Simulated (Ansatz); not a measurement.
# C₈H₁₆: ionisation energy by level of theory

An exercise on one series of results from a longer session: the logs are not shown, and one member is left open.

The runs use Ansatz 0.2.0, Gaussian basis; unrestricted cation, the program's frozen cores in correlated methods.

The runs, in order: UKS PBE-D4/def2-TZVPP; UKS r2SCAN-D4/def2-TZVPP; UKS PBE0-D4/def2-TZVPP; UKS B3LYP-D4/def2-TZVPP; UKS wB97X-V/def2-TZVPP; UKS wB97M-V/def2-TZVPP; UKS B2PLYP/def2-TZVPP; UHF-CCSD(T)/def2-TZVPP; UHF-MP2/def2-QZVPP; extrapolation to the limit; then −ε(HOMO) from the neutral's earlier runs with LDA (SPW92), PBE-D4, revPBE-D4, BLYP-D4, r2SCAN-D4, B97M-V, PBE0-D4, B3LYP-D4, r2SCANh-D4, r2SCAN0-D4, HSE06-D4, BHLYP-D4, CAM-B3LYP-D4, LC-ωPBE, ωB97X-V, ωB97M-V.

## Structure used throughout

All runs share one geometry, relaxed beforehand with PBE0-D4 in a triple-zeta def2 set.

SMILES `CC(C)/C=C/C(C)C`, 24 atoms, charge 0, spin multiplicity 1.

Atoms are counted from 1 here; the program's logs count them from 0.

Bond lengths: C1–C2 1.519 Å, C1–H9 1.092 Å, C1–H10 1.092 Å, C1–H11 1.094 Å, C2–C3 1.528 Å, C2–C4 1.499 Å, C2–H12 1.100 Å, C3–H13 1.093 Å, C3–H14 1.093 Å, C3–H15 1.094 Å, C4–C5 1.327 Å, C4–H16 1.091 Å, C5–C6 1.497 Å, C5–H17 1.090 Å, C6–C7 1.526 Å, C6–C8 1.526 Å, C6–H18 1.097 Å, C7–H19 1.095 Å and more. Angles: C2–C1–H9 111.7°, C2–C1–H10 110.4°, C2–C1–H11 111.0°, H9–C1–H10 107.9°, H9–C1–H11 108.0°, H10–C1–H11 107.7°, C1–C2–C3 111.0°, C1–C2–C4 114.0°, C1–C2–H12 107.8°, C3–C2–C4 109.9°, C3–C2–H12 107.0°, C4–C2–H12 106.8°, C2–C3–H13 111.0°, C2–C3–H14 111.4°, C2–C3–H15 110.4°, H13–C3–H14 108.0°, H13–C3–H15 108.1°, H14–C3–H15 107.8° and more.

The first run:

in.yaml reads:

```yaml
crystal:
  periodic: [false, false, false]
  atoms:
    - {symbol: C, position_ang: [0.257893, -2.545849, -0.394048]}
    - {symbol: C, position_ang: [-0.539056, -1.572517, -1.244761]}
    - {symbol: C, position_ang: [0.009166, -1.516282, -2.669899]}
    - {symbol: C, position_ang: [-0.619755, -0.188589, -0.674355]}
    - {symbol: C, position_ang: [-0.049871, 0.254757, 0.438957]}
    - {symbol: C, position_ang: [-0.148058, 1.656025, 0.955480]}
    - {symbol: C, position_ang: [-0.814443, 1.679414, 2.328077]}
    - {symbol: C, position_ang: [1.231717, 2.305284, 1.015300]}
    - {symbol: H, position_ang: [-0.153303, -2.631353, 0.614406]}
    - {symbol: H, position_ang: [0.251413, -3.540632, -0.845490]}
    - {symbol: H, position_ang: [1.300998, -2.227565, -0.307562]}
    - {symbol: H, position_ang: [-1.570243, -1.949507, -1.311393]}
    - {symbol: H, position_ang: [-0.012533, -2.504068, -3.137419]}
    - {symbol: H, position_ang: [-0.573706, -0.834505, -3.294356]}
    - {symbol: H, position_ang: [1.044508, -1.163685, -2.667172]}
    - {symbol: H, position_ang: [-1.204775, 0.516614, -1.266307]}
    - {symbol: H, position_ang: [0.542931, -0.425754, 1.049705]}
    - {symbol: H, position_ang: [-0.770408, 2.230405, 0.258822]}
    - {symbol: H, position_ang: [-0.231184, 1.099543, 3.050339]}
    - {symbol: H, position_ang: [-1.817868, 1.250318, 2.287613]}
    - {symbol: H, position_ang: [-0.892545, 2.701473, 2.708548]}
    - {symbol: H, position_ang: [1.892543, 1.746823, 1.685792]}
    - {symbol: H, position_ang: [1.166819, 3.330123, 1.390805]}
    - {symbol: H, position_ang: [1.699773, 2.329550, 0.028918]}
basis:
  gaussian: {orbitals: def2-TZVPP}
total_charge: 1
magnetization: {spin_polarized: true, initial_magnetization: 1}
hamiltonian: {xc: pbe, dispersion: d4}
```

On the command line:

```
$ ansatz run in.yaml --threads 5 --pin off --events-out ev --progress --plain --max-ram 66560MiB --backend cuda --devices 0, --max-vram 37GiB
```

Steps of the session up to this table: Cation, UKS PBE-D4/def2-TZVPP; Cation, UKS r2SCAN-D4/def2-TZVPP; Cation, UKS PBE0-D4/def2-TZVPP; Cation, UKS B3LYP-D4/def2-TZVPP; Cation, UKS wB97X-V/def2-TZVPP; Cation, UKS wB97M-V/def2-TZVPP; Cation, UKS B2PLYP (frozen core)/def2-TZVPP; Cation, UHF-CCSD(T)/def2-TZVPP; Cation, UHF-MP2/def2-QZVPP.

One table of the session follows, with a row left open; its other results are not shown here.

It belongs to the step «Ionisation energies side by side». Orbital estimates, from the neutral's runs:

| functional | −ε(HOMO) (eV) |
| --- | --- |
| LDA (SPW92) | 6.02 |
| PBE-D4 | 5.84 |
| revPBE-D4 | 5.76 |
| BLYP-D4 | 5.68 |
| r2SCAN-D4 | 6.02 |
| B97M-V | 6.08 |
| PBE0-D4 | 6.93 |
| B3LYP-D4 | 6.72 |
| r2SCANh-D4 | 6.43 |
| r2SCAN0-D4 | 7.06 |
| HSE06-D4 | 6.53 |
| BHLYP-D4 | 7.89 |
| CAM-B3LYP-D4 | 8.25 |
| LC-ωPBE | 9.62 |
| ωB97X-V | 9.26 |
| ωB97M-V | ? |

Q: Estimate the row for ωB97M-V from the others.

**Answer.** −ε(HOMO) (eV): 9.18. In the column «−ε(HOMO) (eV)» it lies between CAM-B3LYP-D4 (8.25) and ωB97X-V (9.26).
